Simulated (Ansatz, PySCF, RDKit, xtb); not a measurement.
# Isomers of C6H7BN2, a sample narrowed down, part 1 of 2

A sample of isomers of C6H7BN2 is drawn. Aim: find which of them has the lowest free energy at 298.15 K, then its properties. The sample is small against all isomers, and the most stable one of this formula need not be in it.

The funnel: GFN2-xTB relaxations, single points with a density functional, relaxations at B3LYP/def2-SVP, harmonic vibrations (at GFN2-xTB), and a last energy at a higher level. All values are calculated.

**1. Drawing up candidates**

Isomers were taken from a list of plausible structures; this is a sample, not all of them. That gives 7 candidates.

```csv
label,SMILES,spin
c033,C=CC#CB(C#N)NC,singlet
c117,N#C[BH2-][n+]1ccccc1,singlet
c274,[BH3-][n+]1ccccc1C#N,singlet
c360,CC#C[BH2-][N+]#CCC#N,singlet
c600,CC#CCC#[N+][BH2-]C#N,singlet
c661,C#CC#C[C@@H]1CNBN1,singlet
c904,C#C[B@H-](C)[N+]#CCC#N,singlet
```

Candidates are built by distance geometry, with a force field where one applies, in up to four conformers (letters a to d).

**2. Cheap relaxation of all starts**

All 11 starts are relaxed the same way. One of them, c360a (taken from a list of plausible isomers, embedded by distance geometry and UFF), in full:

File start.xyz:

```xyz
16
c360a
C     -0.661268     2.765603     0.734794
C     -0.280660     1.404450     0.500611
C      0.011392     0.222036     0.381846
C      0.136039    -2.550718     2.384358
C     -0.028393    -3.313640     3.697648
C     -0.492042    -2.408085     4.731907
B      0.411996    -1.258268     0.154027
N      0.237806    -1.953129     1.402822
N     -0.870293    -1.679716     5.551371
H     -0.947506     2.904084     1.760117
H      0.259379     3.430098     0.499754
H     -1.498129     3.046152     0.036166
H     -0.329309    -1.740387    -0.675115
H      1.535829    -1.335828    -0.195877
H      0.951602    -3.720963     3.990374
H     -0.740463    -4.132273     3.552436
```

Started as:

```bash
xtb start.xyz --gfn 2 --opt
```

What it wrote, cut to the lines that bear on the results:

```text
* xtb version 6.7.1
[...]
          :  # basis functions                  43          :
[...]
          :  # electrons                        44          :
[...]
          :  Hamiltonian                  GFN2-xTB          :
[...]
          :  net charge                          0          :
          :  unpaired electrons                  0          :
[...]
   *** convergence criteria satisfied after 13 iterations ***
[...]
   *** GEOMETRY OPTIMIZATION CONVERGED AFTER 20 ITERATIONS ***
[...]
   *** convergence criteria satisfied after 3 iterations ***
[...]
         ::                     SUMMARY                     ::
         :::::::::::::::::::::::::::::::::::::::::::::::::::::
         :: total energy             -23.352042897197 Eh    ::
         :: gradient norm              0.000669354400 Eh/a0 ::
         :: HOMO-LUMO gap              2.352655419466 eV    ::
         ::.................................................::
         :: SCC energy               -23.862234554141 Eh    ::
         :: -> isotropic ES            0.046364566255 Eh    ::
         :: -> anisotropic ES          0.006546056412 Eh    ::
         :: -> anisotropic XC          0.040505167690 Eh    ::
         :: -> dispersion             -0.009709217102 Eh    ::
         :: repulsion energy           0.510191656944 Eh    ::
         :: add. restraining           0.000000000000 Eh    ::
         :: total charge               0.000000000000 e     ::
         :::::::::::::::::::::::::::::::::::::::::::::::::::::
[...]
        22        2.0000           -0.3512048              -9.5568 (HOMO)
        23                         -0.2647463              -7.2041 (LUMO)
[...]
          | TOTAL ENERGY              -23.352042897197 Eh   |
          | GRADIENT NORM               0.000669354400 Eh/α |
          | HOMO-LUMO GAP               2.352655419466 eV   |
           -------------------------------------------------
[...]
```

Wall time 0.13 s (4 threads of Arm Neoverse V1, shared host).

**3. What the search left**

11 of the 11 relaxations converged; 3 ended on a minimum already found. 8 distinct structures remain:

```csv
label,start,SMILES after,spin,energy (kcal/mol)
c117a,drawn,N#C[BH2-][n+]1ccccc1,singlet,0.0
c274a,drawn,[BH3-][n+]1ccccc1C#N,singlet,4.7
c661b,drawn,C#CC#C[C@@H]1CNBN1,singlet,25.6
c033c,drawn,C=CC#CB(C#N)NC,singlet,45.9
c033a,drawn,C=CC#CB(C#N)NC,singlet,45.9
c600a,drawn,CC#CCC#[N+][BH2-]C#N,singlet,56.1
c360a,drawn,CC#C[BH2-][N+]#CCC#N,singlet,65.5
c904a,drawn,C#C[B@H-](C)[N+]#CCC#N,singlet,76.8
```

**4. Screening with a density functional**

A choice of the minima (the low ones first, few conformers of a pattern, up to a cap) and the lowest that fell apart get a single point at r2SCAN-D4/def2-SVP on the tight-binding geometry, and one at HF/STO-3G for comparison. The lowest singlets are also tried as triplets at the same geometry (label ending in t). The first, c117a:

File input.yaml:

```yaml
crystal:
  periodic: [false, false, false]
  atoms:
    - {symbol: C, position_ang: [1.533666, -0.095230, -1.966377]}
    - {symbol: C, position_ang: [-0.216991, -1.836547, 0.045008]}
    - {symbol: C, position_ang: [-0.899212, -1.759315, 1.242883]}
    - {symbol: C, position_ang: [-0.214341, -1.370284, 2.385017]}
    - {symbol: C, position_ang: [1.135742, -1.072341, 2.270343]}
    - {symbol: C, position_ang: [1.743067, -1.174764, 1.034497]}
    - {symbol: B, position_ang: [1.782039, -1.545128, -1.454088]}
    - {symbol: "N", position_ang: [1.343235, 0.975915, -2.332327]}
    - {symbol: "N", position_ang: [1.079051, -1.549625, -0.056560]}
    - {symbol: H, position_ang: [1.242134, -2.332460, -2.166574]}
    - {symbol: H, position_ang: [2.948424, -1.737438, -1.306844]}
    - {symbol: H, position_ang: [-0.712065, -2.130472, -0.868162]}
    - {symbol: H, position_ang: [-1.949552, -2.000245, 1.278875]}
    - {symbol: H, position_ang: [-0.717790, -1.300870, 3.336417]}
    - {symbol: H, position_ang: [1.712265, -0.764121, 3.127743]}
    - {symbol: H, position_ang: [2.789900, -0.948085, 0.900095]}
basis:
  gaussian:
    orbitals: def2-SVP
hamiltonian:
  xc: r2scan
  dispersion: d4
scf:
  lower_state_search: off
```

Started as:

```bash
ansatz run input.yaml --threads 4 --pin off --max-ram 7830MiB --events-out events.jsonl --progress --plain --runs-dir runs
```

What it wrote, cut to the lines that bear on the results:

```text
Warning: RAYON_NUM_THREADS=4 ignored (pool sized by the plan → 4); use --threads N
Functional definition: r2SCAN
  name "r2SCAN"
[...]
1852 factors; their error is unknown
[...]
mean field -9978.92723081 eV, -366.7188117723 hartree, gradient 5.0e-6 eV, S^2 0.000000; 0 other end points of the search recorded, 0 dependent functions left out
reference -9978.92724146 eV, -366.7188121637 hartree; 31, 31 occupied and 130, 130 virtual orbitals, 1852 factors
Total energy: -9979.04928398 eV, -366.7232971438 hartree
Checks for a lower state left out: stability, starts, cluster_reference, orbital_swaps, neighbouring_geometries, increment
```

Run time: 2.4 s. Hardware: 4 threads of Arm Neoverse V1, shared host; peak memory 0.22 GiB.

Relative energies in kcal/mol, each column from its lowest structure that stays in one piece:

```
 label                SMILES     spin  GFN2-xTB  HF/STO-3G  r2SCAN-D4/def2-SVP
 c117a  N#C[BH2-][n+]1ccccc1  singlet       0.0        0.0                 0.0
 c274a  [BH3-][n+]1ccccc1C#N  singlet       4.7       30.1                24.3
 c033c        C=CC#CB(C#N)NC  singlet      45.9       28.1                26.4
 c661b    C#CC#C[C@@H]1CNBN1  singlet      25.6       38.6                47.2
c117at  N#C[BH2-][n+]1ccccc1  triplet         –          –                93.3
c033ct        C=CC#CB(C#N)NC  triplet         –          –                93.5
c274at  [BH3-][n+]1ccccc1C#N  triplet         –          –                98.3
```

**5. Relaxing the best candidates**

3 candidates are relaxed at B3LYP/def2-SVP (chosen among the lowest in one piece). The first, c117a:

input.yaml, as its differences from that of step 4:

```diff
@@ -20,8 +20,5 @@
 basis:
-  gaussian:
-    orbitals: def2-SVP
-hamiltonian:
-  xc: r2scan
-  dispersion: d4
-scf:
-  lower_state_search: off
+  gaussian: {orbitals: def2-SVP}
+hamiltonian: {xc: {name: B3LYP}}
+scf: {lower_state_search: "off"}
+relax: {f_tol: 0.006}
```

Started as:

```bash
ansatz run input.yaml --threads 4 --pin off --max-ram 7830MiB --events-out events.jsonl --progress --plain --runs-dir runs
```

What it wrote, cut to the lines that bear on the results:

```text
Warning: RAYON_NUM_THREADS=4 ignored (pool sized by the plan → 4); use --threads N
[...]
Functional definition: B3LYP
  name "B3LYP"
[...]
1875 factors; integrals over basis functions are off by at most 3.7e-4 eV
[...]
mean field -9985.10999746 eV, -366.9460242561 hartree, gradient 4.5e-6 eV, S^2 0.000000; 0 other end points of the search recorded, 0 dependent functions left out
[...]
Atom 12 at    -1.980743    -2.048971     1.317425 Å, force     0.000004     0.000023    -0.000138 eV/Å
Atom 13 at    -0.720226    -1.387708     3.400128 Å, force     0.000045    -0.000268     0.000095 eV/Å
Atom 14 at     1.723006    -0.797442     3.186011 Å, force     0.000087     0.000072    -0.000100 eV/Å
Atom 15 at     2.788321    -0.898728     0.908720 Å, force     0.000487     0.000376     0.000207 eV/Å
Dipole moment:    -0.616023    -0.686666     1.696451 e Å
Checks for a lower state left out: stability, starts, cluster_reference, orbital_swaps, neighbouring_geometries, increment
```

It took 25 s on 4 threads of Arm Neoverse V1, shared host; peak memory 0.49 GiB.

Energy change by step (eV): 0.0000, -0.1224, -0.1380, -0.1398, -0.1400, -0.1400, -0.1401, -0.1401.

After the run. Bond lengths: C2–C3 1.391 Å, C3–C4 1.397 Å, C4–C5 1.397 Å, C5–C6 1.391 Å, C1–B7 1.584 Å, C1–N8 1.162 Å, C2–N9 1.346 Å, C6–N9 1.346 Å, B7–N9 1.623 Å, B7–H10 1.218 Å, B7–H11 1.218 Å, C2–H12 1.091 Å, C3–H13 1.091 Å, C4–H14 1.093 Å, C5–H15 1.091 Å, C6–H16 1.091 Å. Some angles: C2–C3–C4 119.0°, C3–C2–N9 121.8°, C3–C4–C5 118.8°, C4–C5–C6 119.0°, C5–C6–N9 121.8°, C1–B7–N9 107.0°, B7–C1–N8 179.3°, C2–N9–C6 119.7°, C2–N9–B7 120.1°, C6–N9–B7 120.2°.

**6. Ranking at B3LYP/def2-SVP**

```
label     spin  r2SCAN-D4/def2-SVP (kcal/mol)  B3LYP/def2-SVP, relaxed (kcal/mol)  time
c117a  singlet                            0.0                                 0.0  25 s
c033c  singlet                           26.4                                21.8  39 s
c274a  singlet                           24.3                                26.2  20 s
```

c117a: Bond lengths: C2–C3 1.391 Å, C3–C4 1.397 Å, C4–C5 1.397 Å, C5–C6 1.391 Å, C1–B7 1.584 Å, C1–N8 1.162 Å, C2–N9 1.346 Å, C6–N9 1.346 Å, B7–N9 1.623 Å, B7–H10 1.218 Å, B7–H11 1.218 Å, C2–H12 1.091 Å, C3–H13 1.091 Å, C4–H14 1.093 Å, C5–H15 1.091 Å, C6–H16 1.091 Å. Some angles: C2–C3–C4 119.0°, C3–C2–N9 121.8°, C3–C4–C5 118.8°, C4–C5–C6 119.0°, C5–C6–N9 121.8°, C1–B7–N9 107.0°, B7–C1–N8 179.3°, C2–N9–C6 119.7°, C2–N9–B7 120.1°, C6–N9–B7 120.2°.

c033c: Bond lengths: C1–C2 1.346 Å, C2–C3 1.423 Å, C3–C4 1.224 Å, C4–B7 1.527 Å, C5–B7 1.562 Å, C5–N8 1.161 Å, C6–N9 1.452 Å, B7–N9 1.396 Å, C1–H10 1.093 Å, C1–H11 1.093 Å, C2–H12 1.097 Å, N9–H13 1.016 Å, C6–H14 1.098 Å, C6–H15 1.104 Å, C6–H16 1.104 Å. Some angles: C1–C2–C3 124.6°, C2–C3–C4 178.3°, C3–C4–B7 179.2°, C4–B7–C5 119.5°, C4–B7–N9 121.6°, C5–B7–N9 118.9°, B7–C5–N8 179.8°, C6–N9–B7 128.8°, C1–C2–H12 119.3°, C3–C2–H12 116.1°.

c274a: Bond lengths: C1–C2 1.394 Å, C2–C3 1.394 Å, C3–C4 1.395 Å, C4–C5 1.399 Å, C5–C6 1.439 Å, C1–N8 1.343 Å, C5–N8 1.357 Å, B7–N8 1.616 Å, C6–N9 1.160 Å, B7–H10 1.219 Å, B7–H11 1.223 Å, B7–H12 1.223 Å, C1–H13 1.090 Å, C2–H14 1.091 Å, C3–H15 1.092 Å, C4–H16 1.090 Å. Some angles: C1–C2–C3 119.1°, C2–C1–N8 122.7°, C2–C3–C4 118.5°, C3–C4–C5 119.3°, C4–C5–C6 119.1°, C4–C5–N8 121.9°, C6–C5–N8 119.0°, C5–C6–N9 173.7°, C1–N8–C5 118.5°, C1–N8–B7 120.3°.

**7. Harmonic analysis of the finalists**

The lowest few in one piece go on as finalists. In this search the thermal terms come from GFN2-xTB at its own nearest minimum. The first, c117a:

File start.xyz:

```xyz
16
c117a
C      1.593922    -0.059792    -2.108496
C     -0.252611    -1.813212     0.060579
C     -0.922838    -1.784410     1.279177
C     -0.220288    -1.417489     2.429160
C      1.132622    -1.089857     2.316207
C      1.736086    -1.141098     1.063820
B      1.783789    -1.504116    -1.486470
N      1.446946     1.004083    -2.553280
N      1.051319    -1.496106    -0.038668
H      1.226071    -2.358433    -2.151967
H      2.957525    -1.755440    -1.279516
H     -0.743331    -2.092291    -0.872884
H     -1.980743    -2.048971     1.317425
H     -0.720226    -1.387708     3.400128
H      1.723006    -0.797442     3.186011
H      2.788321    -0.898728     0.908720
```

Started as:

```bash
xtb start.xyz --gfn 2 --ohess tight
```

What it wrote, cut to the lines that bear on the results:

```text
[...]
         ::                     SUMMARY                     ::
         :::::::::::::::::::::::::::::::::::::::::::::::::::::
         :: total energy             -23.456476075643 Eh    ::
         :: gradient norm              0.000136587604 Eh/a0 ::
         :: HOMO-LUMO gap              1.822539694022 eV    ::
         ::.................................................::
         :: SCC energy               -23.880552993506 Eh    ::
         :: -> isotropic ES            0.047856897676 Eh    ::
         :: -> anisotropic ES          0.004208065378 Eh    ::
         :: -> anisotropic XC          0.028997234691 Eh    ::
         :: -> dispersion             -0.013161247561 Eh    ::
         :: repulsion energy           0.424076917863 Eh    ::
         :: add. restraining           0.000000000000 Eh    ::
         :: total charge              -0.000000000000 e     ::
         :::::::::::::::::::::::::::::::::::::::::::::::::::::
[...]
          | TOTAL ENERGY              -23.456476075654 Eh   |
          | TOTAL ENTHALPY            -23.329016440703 Eh   |
          | TOTAL FREE ENERGY         -23.371626281924 Eh   |
          | GRADIENT NORM               0.000136976511 Eh/α |
[...]
```

Run time: 0.27 s. Hardware: 4 threads of Arm Neoverse V1, shared host.

**8. Zero-point energy and free-energy terms**

As xtb prints them, at 298.15 K, with its own treatment of low modes:

```
label                SMILES     spin  lowest mode (cm⁻¹)  zero-point (kcal/mol)  G − E (kcal/mol)
c117a  N#C[BH2-][n+]1ccccc1  singlet                  9i                   74.2              53.2
c033c        C=CC#CB(C#N)NC  singlet                  6i                   73.8              50.4
c274a  [BH3-][n+]1ccccc1C#N  singlet                 80i                   72.6              52.5
```

c117a, c033c, c274a keep an imaginary mode, so the thermal terms were not taken at a true minimum.

**9. The final energy**

Single points at CCSD(T)/def2-SVP + MP2/def2-TZVPP - MP2/def2-SVP on the refined geometries decide the order.

c117a, CCSD(T)/def2-SVP:

File input.yaml:

```yaml
crystal:
  periodic: [false, false, false]
  atoms:
    - {symbol: C, position_ang: [1.593922, -0.059792, -2.108496]}
    - {symbol: C, position_ang: [-0.252611, -1.813212, 0.060579]}
    - {symbol: C, position_ang: [-0.922838, -1.784410, 1.279177]}
    - {symbol: C, position_ang: [-0.220288, -1.417489, 2.429160]}
    - {symbol: C, position_ang: [1.132622, -1.089857, 2.316207]}
    - {symbol: C, position_ang: [1.736086, -1.141098, 1.063820]}
    - {symbol: B, position_ang: [1.783789, -1.504116, -1.486470]}
    - {symbol: "N", position_ang: [1.446946, 1.004083, -2.553280]}
    - {symbol: N, position_ang: [1.051319, -1.496106, -0.038668]}
    - {symbol: H, position_ang: [1.226071, -2.358433, -2.151967]}
    - {symbol: H, position_ang: [2.957525, -1.755440, -1.279516]}
    - {symbol: H, position_ang: [-0.743331, -2.092291, -0.872884]}
    - {symbol: H, position_ang: [-1.980743, -2.048971, 1.317425]}
    - {symbol: H, position_ang: [-0.720226, -1.387708, 3.400128]}
    - {symbol: H, position_ang: [1.723006, -0.797442, 3.186011]}
    - {symbol: H, position_ang: [2.788321, -0.898728, 0.908720]}
basis:
  gaussian:
    orbitals: def2-SVP
correlation:
  method: ccsd_t
  frozen_orbitals: {H: 0, C: 1, B: 1, "N": 1}
```

Started as:

```bash
ansatz run input.yaml --threads 4 --pin off --max-ram 7830MiB --events-out events.jsonl --progress --plain --runs-dir runs
```

What it wrote, cut to the lines that bear on the results:

```text
Warning: RAYON_NUM_THREADS=4 ignored (pool sized by the plan → 4); use --threads N
Functional definition: HF
  name "HF"
[...]
1664 factors; integrals over basis functions are off by at most 1.4e-3 eV
[...]
mean field -9921.54467121 eV, -364.6100416024 hartree, gradient 2.9e-6 eV, S^2 0.000000; 0 other end points of the search recorded, 0 dependent functions left out; unrestricted orbitals would lower it
9 core orbitals not correlated: weight in the atoms' cores, before any rotation towards them, 1.000 or more for the frozen orbitals, at most 0.000 for the correlated occupied ones
reference -9921.54467121 eV, -364.6100416024 hartree; 22, 22 occupied and 130, 130 virtual orbitals, 1664 factors
second order -32.24981574 eV of doubles, -0.00000000 eV of singles
cycle   1  -32.32035827 eV  change   -7.1e-2 eV  update   1.5e-1
[...]
cycle  10  -33.60165320 eV  change    2.9e-5 eV  update   3.0e-5
perturbative correction -1.47853374 eV, -0.0543351127 hartree
Total energy: -9956.62485815 eV, -365.8992146941 hartree
```

It took 66 s on 4 threads of Arm Neoverse V1, shared host; peak memory 1.8 GiB.

**10. c117a at MP2/def2-TZVPP**

input.yaml, as its differences from that of step 9:

```diff
@@ -10,3 +10,3 @@
     - {symbol: B, position_ang: [1.783789, -1.504116, -1.486470]}
-    - {symbol: "N", position_ang: [1.446946, 1.004083, -2.553280]}
+    - {symbol: N, position_ang: [1.446946, 1.004083, -2.553280]}
     - {symbol: N, position_ang: [1.051319, -1.496106, -0.038668]}
@@ -21,5 +21,6 @@
   gaussian:
-    orbitals: def2-SVP
+    orbitals: def2-TZVPP
+total_charge: 0
 correlation:
-  method: ccsd_t
+  method: mp2
   frozen_orbitals: {H: 0, C: 1, B: 1, "N": 1}
```

Started as:

```bash
ansatz run input.yaml --threads 4 --pin off --max-ram 7830MiB --events-out events.jsonl --progress --plain --runs-dir runs
```

What it wrote, cut to the lines that bear on the results:

```text
Warning: RAYON_NUM_THREADS=4 ignored (pool sized by the plan → 4); use --threads N
Functional definition: HF
  name "HF"
[...]
2289 factors; integrals over basis functions are off by at most 1.5e-3 eV
[...]
mean field -9932.61226020 eV, -365.0167679958 hartree, gradient 1.6e-6 eV, S^2 0.000000; 0 other end points of the search recorded, 0 dependent functions left out; unrestricted orbitals would lower it
[...]
9 core orbitals not correlated: weight in the atoms' cores, before any rotation towards them, 1.000 or more for the frozen orbitals, at most 0.000 for the correlated occupied ones
reference -9932.61226020 eV, -365.0167679958 hartree; 22, 22 occupied and 346, 346 virtual orbitals, 2289 factors
second order -39.11091034 eV of doubles, -0.00000000 eV of singles
Total energy: -9971.72317054 eV, -366.4540674405 hartree
```

Wall time 15 s (4 threads of Arm Neoverse V1, shared host); peak memory 1.6 GiB.

**11. c033c at CCSD(T)/def2-SVP**

File input.yaml:

```yaml
crystal:
  periodic: [false, false, false]
  atoms:
    - {symbol: C, position_ang: [2.710219, -1.229669, -1.318624]}
    - {symbol: C, position_ang: [2.444597, -1.348730, -0.004939]}
    - {symbol: C, position_ang: [1.284320, -0.831134, 0.635298]}
    - {symbol: C, position_ang: [0.297769, -0.399058, 1.217124]}
    - {symbol: C, position_ang: [-1.042737, -0.088797, 3.502837]}
    - {symbol: C, position_ang: [-3.163766, 1.385697, 1.842231]}
    - {symbol: B, position_ang: [-0.924281, 0.133061, 1.961414]}
    - {symbol: N, position_ang: [-1.133622, -0.251621, 4.649119]}
    - {symbol: N, position_ang: [-1.944219, 0.817402, 1.297409]}
    - {symbol: H, position_ang: [3.623412, -1.652022, -1.745059]}
    - {symbol: H, position_ang: [2.027131, -0.709930, -1.995827]}
    - {symbol: H, position_ang: [3.156975, -1.876861, 0.641544]}
    - {symbol: H, position_ang: [-1.835208, 0.944585, 0.294991]}
    - {symbol: H, position_ang: [-3.207327, 1.210159, 2.925381]}
    - {symbol: H, position_ang: [-4.058243, 0.930484, 1.383279]}
    - {symbol: H, position_ang: [-3.211534, 2.474300, 1.667481]}
basis:
  gaussian: {orbitals: def2-SVP}
correlation: {method: ccsd_t, frozen_orbitals: {H: 0, C: 1, B: 1, "N": 1}}
```

Started as:

```bash
ansatz run input.yaml --threads 4 --pin off --max-ram 7830MiB --events-out events.jsonl --progress --plain --runs-dir runs
```

What it wrote, cut to the lines that bear on the results:

```text
Warning: RAYON_NUM_THREADS=4 ignored (pool sized by the plan → 4); use --threads N
Functional definition: HF
  name "HF"
[...]
1669 factors; integrals over basis functions are off by at most 1.3e-3 eV
[...]
mean field -9920.78098225 eV, -364.5819765506 hartree, gradient 1.9e-6 eV, S^2 0.000000; 0 other end points of the search recorded, 0 dependent functions left out; unrestricted orbitals would lower it
9 core orbitals not correlated: weight in the atoms' cores, before any rotation towards them, 1.000 or more for the frozen orbitals, at most 0.000 for the correlated occupied ones
reference -9920.78098225 eV, -364.5819765506 hartree; 22, 22 occupied and 130, 130 virtual orbitals, 1669 factors
second order -31.94882256 eV of doubles, -0.00000000 eV of singles
cycle   1  -32.19068065 eV  change   -2.4e-1 eV  update   1.5e-1
[...]
cycle  11  -33.48732698 eV  change    2.4e-5 eV  update   1.2e-5
perturbative correction -1.39741551 eV, -0.0513540726 hartree
Total energy: -9955.66572473 eV, -365.8639671912 hartree
```

It took 68 s on 4 threads of Arm Neoverse V1, shared host; peak memory 1.8 GiB.

For c117a, c033c, c274a the log finds that unrestricted Hartree-Fock orbitals lie lower, a sign to watch the closed-shell reference there.

(Continued in part 2 of 2.)
